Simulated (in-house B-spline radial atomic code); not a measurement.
# Ga: excited configurations

Aim: the energies of several excited configurations of Ga above a reference configuration, each from its own self-consistent run.

The numbers are computed with in-house B-spline radial atomic code version 1 (scalar-relativistic (spin-free one-electron X2C) B3LYP, spin-polarised, spherical density, exact exchange averaged over the configuration, Fermi nucleus, basis-set limit), except any that are marked as measured or tabulated.

**1. Starting point**

| Property | Result |
| --- | --- |
| element | gallium (Z = 31) |
| charge | 0 |
| electrons | 31 |
| configuration | [Ar] 3d10 4s2 4p1 |
| Hamiltonian | scalar-relativistic (X2C) |
| nucleus | Fermi, rms radius 3.997 fm |

Outer shells as boxes (Hund's rule):

[Ar] 3d10 4s2 4p1
```
[Ar] core
3d [↑↓][↑↓][↑↓][↑↓][↑↓]
4s [↑↓]
4p [↑ ][  ][  ]
```

Where spins are not typed, each open shell is filled with up spins first.

Settings of the run:

```ini
Z = 31
electrons = 31.0
configuration = [Ar] 3d10 4s2 4p1
hamiltonian = x2c
method = b3lyp
spin_polarised = True
nucleus = fermi
rms_radius = 3.9973
mass_number = 69
atomic_mass = 68.925573528
speed_of_light = 137.035999084
exact_exchange = averaged over the configuration
```

From the earlier run of the reference: total energy -1943.950561 hartree. Levels, eight at most:

```csv
orbital,occupation,energy (eV),<r> (bohr)
3s down,1,-154.11,0.6516
3p up,3,-103.68,0.6794
3p down,3,-103.65,0.6794
3d up,5,-21.802,0.8083
3d down,5,-21.750,0.8052
4s up,1,-10.080,2.358
4s down,1,-9.380,2.352
4p up,1,-3.503,3.357
```

**2. Configuration [Ar] 3d9 4s2 4p2**

Settings of the run:

```ini
Z = 31
electrons = 31.0
configuration = [Ar] 3d9 4s2 4p2
hamiltonian = x2c
method = b3lyp
spin_polarised = True
nucleus = fermi
rms_radius = 3.9973
mass_number = 69
atomic_mass = 68.925573528
speed_of_light = 137.035999084
exact_exchange = averaged over the configuration
```

On the command line:

```
python run_scf.py task.json out
```

task.json lists these runs, among others, and the program works through them in turn.

**3. [Ar] 3d10 4s2 4d1**

Settings: those of step 2 with these lines changed.

```diff
@@ -2,3 +2,3 @@
 electrons = 31.0
-configuration = [Ar] 3d9 4s2 4p2
+configuration = [Ar] 3d10 4s2 4d1
 hamiltonian = x2c
```

**4. [Ar] 3d10 4s1 4p1 5s1**

Settings: those of step 3 with these lines changed.

```diff
@@ -2,3 +2,3 @@
 electrons = 31.0
-configuration = [Ar] 3d10 4s2 4d1
+configuration = [Ar] 3d10 4s1 4p1 5s1
 hamiltonian = x2c
```

**5. [Ar] 3d10 4s1 4p1 4d1**

Settings: those of step 4 with these lines changed.

```diff
@@ -2,3 +2,3 @@
 electrons = 31.0
-configuration = [Ar] 3d10 4s1 4p1 5s1
+configuration = [Ar] 3d10 4s1 4p1 4d1
 hamiltonian = x2c
```

**6. Configuration [Ne] 3s2 3p5 3d10 4s2 4p1 5p1**

Settings: those of step 5 with these lines changed.

```diff
@@ -2,3 +2,3 @@
 electrons = 31.0
-configuration = [Ar] 3d10 4s1 4p1 4d1
+configuration = [Ne] 3s2 3p5 3d10 4s2 4p1 5p1
 hamiltonian = x2c
```

**7. [Ne] 3s2 3p5 3d10 4s2 4p1 5s1**

Settings: those of step 6 with these lines changed.

```diff
@@ -2,3 +2,3 @@
 electrons = 31.0
-configuration = [Ne] 3s2 3p5 3d10 4s2 4p1 5p1
+configuration = [Ne] 3s2 3p5 3d10 4s2 4p1 5s1
 hamiltonian = x2c
```

Q: How far above the reference does each configuration lie (order and size, in eV)?

As calculated:

| net move | configuration | 2|M_S|+1 | energy above the reference (eV) | largest <r> (bohr) |
| --- | --- | --- | --- | --- |
| 4p → 4d | [Ar] 3d10 4s2 4d1 | 2 | 4.239 | 9.23 |
| 4s → 5s | [Ar] 3d10 4s1 4p1 5s1 | 4 | 9.132 | 6.86 |
| 4s → 4d | [Ar] 3d10 4s1 4p1 4d1 | 4 | 10.482 | 8.45 |
| 3d → 4p | [Ar] 3d9 4s2 4p2 | 4 | 19.215 | 2.88 |
| 3p → 5s | [Ne] 3s2 3p5 3d10 4s2 4p1 5s1 | 4 | 106.03 | 6.61 |
| 3p → 5p | [Ne] 3s2 3p5 3d10 4s2 4p1 5p1 | 4 | 107.25 | 6.05 |

At the bottom stands 4p → 4d (4.239 eV), at the top 3p → 5p (107.25 eV). 5 of them lie more than 60 % above minus the reference's highest level (3.503 eV), in the range where a state can decay by emitting an electron. Two partly filled shells share a symmetry and can mix in the average, which may lower the energy, for: 3p → 5p. The reference has 2|M_S|+1 = 2; 5 of the configurations differ from it in spin. These are spherical averages at the typed spins, not spectroscopic levels.
